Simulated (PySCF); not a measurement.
# Germyl Cyanide (CH3GeN): geometry, NMR shifts, spin-spin couplings, electronic excitations and core binding energies

What NMR shifts, spin-spin couplings, electronic excitations and core binding energies should Germyl Cyanide (CH3GeN) (`N#[C][GeH3]`) show?

Programs: PySCF 2.14.0, with density-fitted response routines of our own. Each step states its level of theory. These are calculated values for one molecule in the gas phase, unless marked as measured. Atoms are numbered from 0 throughout.

**1. Starting geometry**

6 atoms, charge 0, multiplicity 1; geometry from: GFN2-xTB.

Bonds of the start (Å): N0–C1 1.14, C1–Ge2 1.91, Ge2–H3 1.49, Ge2–H4 1.49, Ge2–H5 1.49.

**2. Optimising the geometry at PBE0-D3(BJ)/def2-SVP**

Job settings and geometry (Å):

```
{"job": {"xc": "PBE0", "basis": "def2-SVP", "d3": "d3bj", "grid": 1, "kind": "geom"}, "charge": 0, "multiplicity": 1}
N      2.447320    -0.037750    -0.010280
C      1.302740    -0.023560    -0.006520
Ge    -0.603310     0.010480    -0.006740
H     -1.020580     1.421410    -0.236970
H     -1.056850    -0.483340     1.322890
H     -1.063060    -0.883260    -1.105530
```

Log:

```text
step   0  E = -2170.92661754  max force = 0.037027
step   1  E = -2170.92902479  max force = 0.002268
step   2  E = -2170.92907445  max force = 0.000399
step   3  E = -2170.92907523  max force = 0.000086
optimisation converged
```

Wall time 6.9 s (1 thread, shared host).

Relaxation path:

| step | energy from step 0 (eV) | largest force component (eV/Å) |
| --- | --- | --- |
| 0 | 0.0000 | 1.9040 |
| 1 | -0.0655 | 0.1166 |
| 2 | -0.0669 | 0.0205 |
| 3 | -0.0669 | 0.0044 |

Close pairs (by a distance rule), those that changed most:

| bond | before (Å) | after (Å) | change (Å) |
| --- | --- | --- | --- |
| Ge2–H5 | 1.489 | 1.531 | +0.042 |
| Ge2–H4 | 1.489 | 1.531 | +0.041 |
| Ge2–H3 | 1.489 | 1.531 | +0.041 |
| C1–Ge2 | 1.906 | 1.925 | +0.019 |
| N0–C1 | 1.145 | 1.159 | +0.015 |

The next job starts from the end point, and lists it.

| at the end point | value |
| --- | --- |
| point group (found at 0.08 Å tolerance) | C3v |
| rotational constants (GHz, main isotopes) | 78.026, 3.595, 3.595 |
| dipole moment (D) | 3.72 |

**3. Nuclear shieldings: PBE0/pcSseg-1**

Job settings and geometry (Å):

```
{"job": {"kind": "nmr", "xc": "PBE0", "basis": "pcSseg-1"}, "charge": 0, "multiplicity": 1}
N      2.474098    -0.040725    -0.009656
C      1.315019    -0.023399    -0.007150
Ge    -0.609882     0.010978    -0.006642
H     -1.031172     1.462966    -0.245636
H     -1.067219    -0.495778     1.363320
H     -1.074584    -0.910061    -1.137386
```

Level: GIAO PBE0/pcSseg-1 NMR shielding, non-relativistic, gas phase.

Log:

```text
coarse grid: 25136 points
cycle   1  E = -2170.9583384076  dE = -5.363e-01  |g| = 9.133e-01  |ddm| = 2.371e+00
cycle   2  E = -2170.8073523430  dE =  1.510e-01  |g| = 1.198e+00  |ddm| = 1.037e+00
cycle   3  E = -2170.9903462180  dE = -1.830e-01  |g| = 4.358e-01  |ddm| = 8.162e-01
cycle   4  E = -2171.0301790482  dE = -3.983e-02  |g| = 6.546e-02  |ddm| = 2.364e-01
cycle   5  E = -2171.0307585149  dE = -5.795e-04  |g| = 4.270e-03  |ddm| = 3.685e-02
cycle   6  E = -2171.0307610311  dE = -2.516e-06  |g| = 9.270e-04  |ddm| = 4.089e-03
final grid: 51360 points
cycle   7  E = -2171.0307526860  dE =  3.241e-07  |g| = 1.608e-03  |ddm| = 1.776e-03
cycle   8  E = -2171.0307504334  dE =  2.253e-06  |g| = 3.626e-03  |ddm| = 2.686e-03
cycle   9  E = -2171.0307531960  dE = -2.763e-06  |g| = 3.651e-04  |ddm| = 1.906e-03
cycle  10  E = -2171.0307532198  dE = -2.378e-08  |g| = 2.372e-05  |ddm| = 2.299e-04
cycle  11  E = -2171.0307532199  dE = -1.278e-10  |g| = 4.448e-06  |ddm| = 2.223e-05
converged SCF energy = -2171.0307532199

GIAO shielding tensors (ppm)
atom      isotropic    diamagn.    paramagn.     s11        s22        s33       span
  0 N     -109.124     336.740    -445.864   -317.519   -317.492    307.639    625.158
  1 C       64.250     263.445    -199.194    -49.019    -49.017    290.787    339.806
  2 Ge    1613.783    2755.312   -1141.529   1604.948   1604.986   1631.417     26.469
  3 H       26.965      27.100      -0.135     20.725     22.281     37.888     17.163
  4 H       26.970      27.104      -0.134     20.730     22.282     37.898     17.168
  5 H       26.968      27.096      -0.129     20.728     22.282     37.893     17.166
```

Wall time 4.8 s (1 thread, shared host).

Shifts follow as δ = σ(reference) − σ, with reference shieldings (ppm) from runs at the same level and on the same kind of geometry: 1H TMS 31.27, 13C TMS 184.4, 15N NH3 265.7, 73Ge GeMe4 1330. The references are single molecules in the gas phase, so shifts against H2O, NH3, PH3, H3PO4 or CFCl3 are not on the usual liquid scales and can be off by tens of ppm. Atoms listed in one row are averaged.

| atoms | environment | σ (ppm) | δ (ppm) |
| --- | --- | --- | --- |
| C1 | nitrile carbon | 64.3 | 120.2 |
| H3, H4, H5 | hydrogen on a germanium bonded to C | 26.97 | 4.30 |
| N0 | nitrile nitrogen | -109.1 | 374.8 |
| Ge2 | germanium bonded to C, 3 H | 1614 | -284 |

The run also stored atomic charges by several schemes (e):

| atoms | Mulliken | IAO | Hirshfeld | ESP fit |
| --- | --- | --- | --- | --- |
| N0 | -0.23 | -0.19 | -0.20 | -0.38 |
| C1 | -0.18 | -0.13 | -0.04 | 0.17 |
| Ge2 | 0.32 | 0.50 | 0.37 | 0.25 |

Mayer bond orders: N0–C1 2.96, C1–Ge2 0.78.

**4. Spin-spin couplings: B3LYP/pcSseg-1+pcJ-1**

Settings changed since step 3:

```diff
@@ -1,2 +1,2 @@
-{"job": {"kind": "nmr", "xc": "PBE0", "basis": "pcSseg-1"}, "charge": 0, "multiplicity": 1}
+{"job": {"kind": "j", "xc": "B3LYP", "basis": "pcJ-1"}, "charge": 0, "multiplicity": 1}
 N      2.474098    -0.040725    -0.009656
```

With the program's defaults for keys left out, this is: B3LYP/pcJ-1 Ge:pcSseg-1 indirect spin-spin coupling, non-relativistic, gas phase.

Log:

```text
coarse grid: 25136 points
cycle   1  E = -2171.3965901733  dE = -5.289e-01  |g| = 9.835e-01  |ddm| = 2.280e+00
cycle   2  E = -2171.1938996666  dE =  2.027e-01  |g| = 1.353e+00  |ddm| = 1.156e+00
cycle   3  E = -2171.4198023712  dE = -2.259e-01  |g| = 5.340e-01  |ddm| = 9.497e-01
cycle   4  E = -2171.4785068417  dE = -5.870e-02  |g| = 6.915e-02  |ddm| = 2.788e-01
cycle   5  E = -2171.4791193790  dE = -6.125e-04  |g| = 6.869e-03  |ddm| = 4.332e-02
cycle   6  E = -2171.4791271287  dE = -7.750e-06  |g| = 1.027e-03  |ddm| = 6.967e-03
final grid: 51360 points
cycle   7  E = -2171.4791079758  dE =  2.162e-07  |g| = 1.629e-03  |ddm| = 2.149e-03
cycle   8  E = -2171.4791061282  dE =  1.848e-06  |g| = 3.479e-03  |ddm| = 2.656e-03
cycle   9  E = -2171.4791083817  dE = -2.254e-06  |g| = 6.664e-04  |ddm| = 1.852e-03
cycle  10  E = -2171.4791084634  dE = -8.168e-08  |g| = 4.499e-05  |ddm| = 3.936e-04
cycle  11  E = -2171.4791084640  dE = -5.789e-10  |g| = 4.849e-06  |ddm| = 5.425e-05
converged SCF energy = -2171.4791084640

Indirect spin-spin couplings (Hz)
  i      j    bonds     total        FC       PSO       DSO        SD
  0 N    1 C    1    -12.471    -6.436     0.682    -0.015    -6.701
  0 N    3 H    3     -1.038    -1.026    -0.225     0.200     0.014
  0 N    4 H    3     -1.044    -1.031    -0.227     0.201     0.014
  0 N    5 H    3     -1.041    -1.029    -0.226     0.200     0.014
  1 C    3 H    2      8.326     8.684     0.053    -0.464     0.052
  1 C    4 H    2      8.346     8.706     0.054    -0.466     0.053
  1 C    5 H    2      8.340     8.699     0.054    -0.465     0.052
  3 H    4 H    2     12.954    16.525     1.358    -4.984     0.054
  3 H    5 H    2     12.972    16.546     1.359    -4.987     0.054
  4 H    5 H    2     12.936    16.504     1.357    -4.981     0.054
```

Run time: 9.4 s. Hardware: 1 thread, shared host.

Couplings of 1 Hz or more, nine at most for each number of bonds, with means over like pairs (isotopes 13C, 1H, 15N):

| pair | bonds | J (Hz) | Fermi contact (Hz) |
| --- | --- | --- | --- |
| N0–C1 | 1 | -12.5 | -6.4 |
| H3–H4 | 2 | 13.0 | 16.5 |
| C1–H3 | 2 | 8.3 | 8.7 |
| N0–H3 | 3 | -1.0 | -1.0 |

The response was solved for the nuclei of C, H, N alone, so couplings that need other nuclei can be missing.

Quadrupole couplings from the field gradients of the same density:

| atom | isotope | eQq/h (MHz) | η | measured (MHz) |
| --- | --- | --- | --- | --- |
| Ge2 | 73Ge | -58.7 | 0.00 | – |
| N0 | 14N | -5.320 | 0.00 | -5.000 |

Measured: gas; W. C. Bailey, Calculation of NQCC in Gaseous State Molecules (compilation of microwave values).

Joined with the shifts from before (PBE0/pcSseg-1, unscaled), the couplings predict the line list below for 500 MHz.

1H NMR δ 4.30 (s, 3H).

**5. TDDFT and polarisability: PBE0/def2-SVPD**

Settings changed since step 4:

```diff
@@ -1,2 +1,2 @@
-{"job": {"kind": "j", "xc": "B3LYP", "basis": "pcJ-1"}, "charge": 0, "multiplicity": 1}
+{"job": {"kind": "uv", "xc": "PBE0", "basis": "def2-SVPD", "ip": true}, "charge": 0, "multiplicity": 1}
 N      2.474098    -0.040725    -0.009656
```

With the program's defaults for keys left out, this is: TDDFT PBE0/def2-SVPD, vertical, gas phase, core orbitals frozen in the response.

Log:

```text
coarse grid: 25136 points
cycle   1  E = -2170.8873452790  dE = -4.845e-01  |g| = 4.935e-01  |ddm| = 2.795e+00
cycle   2  E = -2170.7597515113  dE =  1.276e-01  |g| = 9.052e-01  |ddm| = 1.276e+00
cycle   3  E = -2170.9233776223  dE = -1.636e-01  |g| = 2.077e-01  |ddm| = 9.221e-01
cycle   4  E = -2170.9315068816  dE = -8.129e-03  |g| = 2.127e-02  |ddm| = 1.709e-01
cycle   5  E = -2170.9315958046  dE = -8.892e-05  |g| = 2.042e-03  |ddm| = 2.697e-02
cycle   6  E = -2170.9315970924  dE = -1.288e-06  |g| = 5.469e-04  |ddm| = 3.701e-03
final grid: 51360 points
cycle   7  E = -2170.9315904268  dE = -1.679e-08  |g| = 5.003e-04  |ddm| = 1.628e-03
cycle   8  E = -2170.9315904050  dE =  2.181e-08  |g| = 5.974e-04  |ddm| = 1.312e-03
cycle   9  E = -2170.9315904843  dE = -7.934e-08  |g| = 2.516e-04  |ddm| = 7.836e-04
cycle  10  E = -2170.9315904986  dE = -1.427e-08  |g| = 5.257e-06  |ddm| = 1.963e-04
cycle  11  E = -2170.9315904986  dE =  5.457e-12  |g| = 2.311e-06  |ddm| = 6.113e-06
converged SCF energy = -2170.9315904986

Static polarisability (au): isotropic 45.846, principal 39.902 39.907 57.730

Singlet excitations
state   eV       nm        f      main configurations
  1   7.1527    173.3   0.00000   H-1->L 0.39, H->L+1 0.39
  2   7.4876    165.6   0.00348   H-1->L 0.25, H->L+1 0.25, H->L 0.20
  3   7.4881    165.6   0.00351   H-1->L+1 0.25, H->L 0.25, H->L+1 0.20
  4   8.1966    151.3   0.00355   H-2->L 0.73, H-2->L+1 0.21
  5   8.1969    151.3   0.00354   H-2->L+1 0.73, H-2->L 0.21
  6   8.4395    146.9   0.01998   H->L+2 0.79, H-1->L+2 0.18
  7   8.4400    146.9   0.02016   H-1->L+2 0.79, H->L+2 0.18
  8   8.6578    143.2   0.00020   H-1->L+3 0.66, H->L+3 0.27
  9   8.6580    143.2   0.00019   H->L+3 0.66, H-1->L+3 0.27
 10   8.9381    138.7   0.00000   H-3->L+1 0.27, H-4->L 0.26, H-3->L 0.16

Triplet excitations (Tamm-Dancoff, eV): 5.8230 6.3687 6.3690 7.0143
Vertical ionisation energy (delta-SCF) = 12.6714 eV
```

It took 21 s on 1 thread, shared host.

The orbitals next to the gap, with their largest atomic shares:

| orbital | eV | atoms |
| --- | --- | --- |
| HOMO−3 | -10.97 | Ge2 34 %, H4 22 %, C1 16 % |
| HOMO−2 | -10.27 | N0 70 %, C1 19 %, Ge2 7 % |
| HOMO−1 | -9.72 | N0 40 %, C1 33 %, Ge2 12 % |
| HOMO | -9.72 | N0 40 %, C1 33 %, Ge2 12 % |
| LUMO | -0.36 | Ge2 28 %, C1 28 %, N0 27 % |
| LUMO+1 | -0.36 | Ge2 28 %, C1 28 %, N0 27 % |
| LUMO+2 | -0.19 | Ge2 51 %, H4 13 %, H5 12 % |

With each of the 10 states as a Gaussian band of 0.4 eV half-width at 1/e, the curve within the window shown has maxima at 147 nm (ε 1,800) L/(mol cm). Beyond the last state computed it falls off for lack of states. The curve at chosen wavelengths:

```tsv
nm	ε (L/mol/cm)
134	33
136	111
138	294
141	836
143	1300
145	1683
147	1843
149	1738
152	1251
154	888
156	604
158	428
160	344
163	312
165	304
167	282
169	244
171	195
174	120
176	79
178	49
180	28
182	15
185	6
187	3
189	1
```

Ground-state properties from the same run:

| property | computed |
| --- | --- |
| dipole moment (D) | 3.91 |
| polarisability (Å³) | 6.79 |
| HOMO–LUMO gap (eV) | 9.36 |
| −ε(HOMO) (eV) | 9.72 |

**6. NMR shieldings: KT3/pcSseg-2**

Settings changed since step 5:

```diff
@@ -1,2 +1,2 @@
-{"job": {"kind": "uv", "xc": "PBE0", "basis": "def2-SVPD", "ip": true}, "charge": 0, "multiplicity": 1}
+{"job": {"kind": "nmr", "xc": "KT3", "basis": "pcSseg-2", "pop": false}, "charge": 0, "multiplicity": 1}
 N      2.474098    -0.040725    -0.009656
```

Level: GIAO KT3/pcSseg-2 NMR shielding, non-relativistic, gas phase.

Log:

```text
coarse grid: 25136 points
cycle   1  E = -2181.1168100870  dE = -5.245e-01  |g| = 6.987e-01  |ddm| = 1.795e+00
cycle   2  E = -2180.7660862701  dE =  3.507e-01  |g| = 1.358e+00  |ddm| = 1.023e+00
cycle   3  E = -2181.1050311250  dE = -3.389e-01  |g| = 5.427e-01  |ddm| = 9.570e-01
cycle   4  E = -2181.1701708519  dE = -6.514e-02  |g| = 1.267e-01  |ddm| = 2.529e-01
cycle   5  E = -2181.1721867851  dE = -2.016e-03  |g| = 1.875e-02  |ddm| = 5.871e-02
cycle   6  E = -2181.1722196794  dE = -3.289e-05  |g| = 6.173e-03  |ddm| = 1.013e-02
cycle   7  E = -2181.1722284121  dE = -8.733e-06  |g| = 1.268e-03  |ddm| = 5.812e-03
final grid: 51360 points
cycle   8  E = -2181.1722371182  dE =  7.023e-07  |g| = 2.116e-03  |ddm| = 2.782e-03
cycle   9  E = -2181.1722312450  dE =  5.873e-06  |g| = 5.481e-03  |ddm| = 4.022e-03
cycle  10  E = -2181.1722378906  dE = -6.646e-06  |g| = 1.325e-03  |ddm| = 2.710e-03
cycle  11  E = -2181.1722383526  dE = -4.620e-07  |g| = 6.032e-05  |ddm| = 9.004e-04
cycle  12  E = -2181.1722383531  dE = -4.402e-10  |g| = 1.708e-05  |ddm| = 2.715e-05
converged SCF energy = -2181.1722383531

GIAO shielding tensors (ppm)
atom      isotropic    diamagn.    paramagn.     s11        s22        s33       span
  0 N      -81.979     331.905    -413.884   -276.498   -276.480    307.040    583.538
  1 C       71.593     258.682    -187.089    -37.048    -37.044    288.872    325.920
  2 Ge    1621.997    2760.749   -1138.752   1614.781   1614.824   1636.387     21.605
  3 H       27.195      28.508      -1.314     21.114     22.630     37.839     16.725
  4 H       27.200      28.514      -1.315     21.119     22.630     37.850     16.730
  5 H       27.197      28.504      -1.307     21.117     22.630     37.845     16.728
```

Run time: 14 s. Hardware: 1 thread, shared host.

This run: δ C1 109.7, N0 340.7, Ge2 -287, H3 4.16 ppm (means over like atoms).

**7. Core holes by ΔSCF: SCAN, X2C**

Settings changed since step 6:

```diff
@@ -1,2 +1,2 @@
-{"job": {"kind": "nmr", "xc": "KT3", "basis": "pcSseg-2", "pop": false}, "charge": 0, "multiplicity": 1}
+{"job": {"kind": "xps"}, "charge": 0, "multiplicity": 1}
 N      2.474098    -0.040725    -0.009656
```

Level: delta-SCF UKS SCAN, pcX-2 on the ionised atom, pcseg-1 elsewhere, spin-free X2C.

Log:

```text
ground state, core basis on atom 0 (N), 101 functions
  cycle   1  E = -2188.56620214  |g| = 3.80e-01
  cycle   2  E = -2188.36760841  |g| = 9.74e-01
  cycle   3  E = -2188.59571933  |g| = 1.73e-01
  cycle   4  E = -2188.60267522  |g| = 2.52e-02
  cycle   5  E = -2188.60284372  |g| = 4.99e-03
  cycle   6  E = -2188.60285313  |g| = 2.31e-03
  cycle   7  E = -2188.60285116  |g| = 3.04e-04
  E(ground) = -2188.73479062 Eh
hole in N 1s of atom 0
  cycle   1  E = -2173.00507275  |g| = 1.84e+00
  cycle   2  E = -2170.72249396  |g| = 2.59e+00
  cycle   3  E = -2173.50509315  |g| = 5.27e-01
  cycle   4  E = -2173.59837283  |g| = 4.10e-01
  cycle   5  E = -2173.67775832  |g| = 2.67e-01
  cycle   6  E = -2173.70624799  |g| = 2.89e-02
  cycle   7  E = -2173.70688712  |g| = 1.01e-02
  cycle   8  E = -2173.70707458  |g| = 6.54e-03
  cycle   9  E = -2173.70718118  |g| = 3.42e-03
  cycle  10  E = -2173.70719301  |g| = 1.25e-03
  cycle  11  E = -2173.70719315  |g| = 2.46e-04
  E(ion) = -2173.83904802 Eh   <S^2> = 0.8263   hole on atom = 1.000   binding energy = 405.334 eV
ground state, core basis on atom 1 (C), 101 functions
  cycle   1  E = -2188.59390262  |g| = 5.73e-02
  cycle   2  E = -2188.59363518  |g| = 3.80e-02
  cycle   3  E = -2188.59294916  |g| = 6.64e-02
  cycle   4  E = -2188.59395539  |g| = 3.86e-03
  cycle   5  E = -2188.59395674  |g| = 2.99e-04
  E(ground) = -2188.72919250 Eh
hole in C 1s of atom 1
  cycle   1  E = -2177.31488832  |g| = 1.50e+00
  cycle   2  E = -2176.07941343  |g| = 2.06e+00
  cycle   3  E = -2177.59125950  |g| = 8.06e-01
  cycle   4  E = -2177.75024136  |g| = 4.74e-01
  cycle   5  E = -2177.85260540  |g| = 1.33e-01
  cycle   6  E = -2177.86501928  |g| = 1.72e-02
  cycle   7  E = -2177.86540277  |g| = 7.80e-03
  cycle   8  E = -2177.86553029  |g| = 5.12e-03
  cycle   9  E = -2177.86561460  |g| = 3.32e-03
  cycle  10  E = -2177.86565668  |g| = 1.10e-03
  cycle  11  E = -2177.86565996  |g| = 2.20e-04
  E(ion) = -2177.99963164 Eh   <S^2> = 0.8279   hole on atom = 1.000   binding energy = 291.966 eV
```

Run time: 4.4 s. Hardware: 1 thread, shared host.

The holes in one table. −ε is the ground-state orbital energy:

| hole | stands for | environment | ΔSCF (eV) | −ε (eV) | ⟨S²⟩ |
| --- | --- | --- | --- | --- | --- |
| N1s on N0 | N0 | nitrile nitrogen | 405.33 | 386.3 | 0.826 |
| C1s on C1 | C1 | nitrile carbon | 291.97 | 274.5 | 0.828 |

**8. Run by run: NMR shifts**

Shifts (ppm), means over like atoms, with basis size and wall time:

| run | C1 | H3 | N0 | Ge2 | functions | time |
| --- | --- | --- | --- | --- | --- | --- |
| PBE0/pcSseg-1 | 120.2 | 4.30 | 374.8 | -284 | 90 | 4.8 s |
| KT3/pcSseg-2 | 109.7 | 4.16 | 340.7 | -287 | 177 | 14 s |

**9. What came out**

| quantity | value |
| --- | --- |
| point group | C3v |
| rotational constants (main isotopes) | 78.03, 3.60, 3.59 GHz |
| 13C shifts against TMS (PBE0/pcSseg-1) | 120.2 ppm |
| 1H shifts against TMS (PBE0/pcSseg-1, means over atoms taken as alike) | 4.30 ppm |
| 15N shifts against NH3 (PBE0/pcSseg-1) | 374.8 ppm |
| 73Ge shifts against GeMe4 (PBE0/pcSseg-1) | -284 ppm |
| largest coupling of the table (B3LYP/pcSseg-1+pcJ-1) | 2J(H,H) H3–H4, 13.0 Hz |
| lowest singlet (PBE0/def2-SVPD) | 7.15 eV (173 nm), f = 0.000 |
| brightest single state of those computed | state 7, 8.44 eV, f = 0.020 |
| lowest triplet | 5.82 eV |
| vertical ionisation energy (ΔSCF) | 12.67 eV |
| N1s binding energies, SCAN/pcX-2 | N0 405.33 eV |
| C1s binding energies, SCAN/pcX-2 | C1 291.97 eV |
| range of the shift of N0 | 340.7 to 374.8 ppm |

What this shows: The optimisation took 3 steps and gained 0.067 eV; among the close pairs (by a distance rule), Ge2–H5 changed most, from 1.489 to 1.531 Å. At PBE0/pcSseg-1: The widest tensor belongs to N0: span 625 ppm, with a paramagnetic part of -446 ppm. Of the pairs tabulated at B3LYP/pcSseg-1+pcJ-1, H3–H4 (mean over like pairs) couples most strongly (13.0 Hz; Fermi contact 16.5 Hz). The lowest singlet, at 7.15 eV, is HOMO−1→LUMO 0.39, HOMO→LUMO+1 0.39 and is dark; of the 10 states computed, the strongest absorption comes from states 6 to 7 together at 8.44 eV. The lowest triplet lies 1.33 eV below the lowest singlet (triplets in Tamm-Dancoff, singlets in full TDDFT). The orbital energy would give 9.72 eV for ionisation, ΔSCF gives 12.67 eV. In this run the hole sits in HOMO−2, not in the HOMO; unless the two are degenerate, this need not be the first ionisation. Across the 2 runs the shift of N0 moves most, between 340.7 (KT3/pcSseg-2) and 374.8 ppm (PBE0/pcSseg-1). Spin-orbit coupling is left out, which matters for shieldings and couplings at and beside the heavy atoms.
